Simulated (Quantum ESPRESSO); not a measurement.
GeW:

```
CELL_PARAMETERS angstrom
0.00000 2.57761 2.57761
2.57761 0.00000 2.57761
2.57761 2.57761 0.00000
ATOMIC_POSITIONS crystal
Ge 0.50000 0.50000 0.50000
W 0.00000 0.00000 0.00000
```

The cell was built by a generator and needn't be a form met in nature.

```yaml
Program: Quantum ESPRESSO 7.5
Task: phonons
Functional: PBEsol
Potentials_or_basis: PseudoDojo 0.4.1 SR PBEsol standard
Cutoff: 1061 eV
Density_cutoff: 4245 eV
k_mesh: 8 × 8 × 8
Occupations: cold, width 0.2 eV
Spin: no spin polarisation
Target_pressure: 10 GPa
Mixing_beta: 0.5
Most_SCF_iterations: 120
SCF_threshold: 4e-10 Ry
```

The cell and the atoms were relaxed first at 10 GPa, to 15.83 Å³/atom (a = 3.551 Å, b = 3.551 Å, c = 3.551 Å, α = 60.00°, β = 60.00°, γ = 60.00°), and the response was taken there.

Q: What is the highest optical frequency at the zone centre?

A: 254 cm⁻¹, a mode of symmetry T1u (IR).

Optical modes at Γ, degenerate ones joined:
```csv
cm⁻¹,components,symmetry,active in
254,3,T1u,IR
```

Caveat: the mesh is thin for the phonons of a metal; the cell is more than 3 GPa from zero pressure, which shifts response properties.
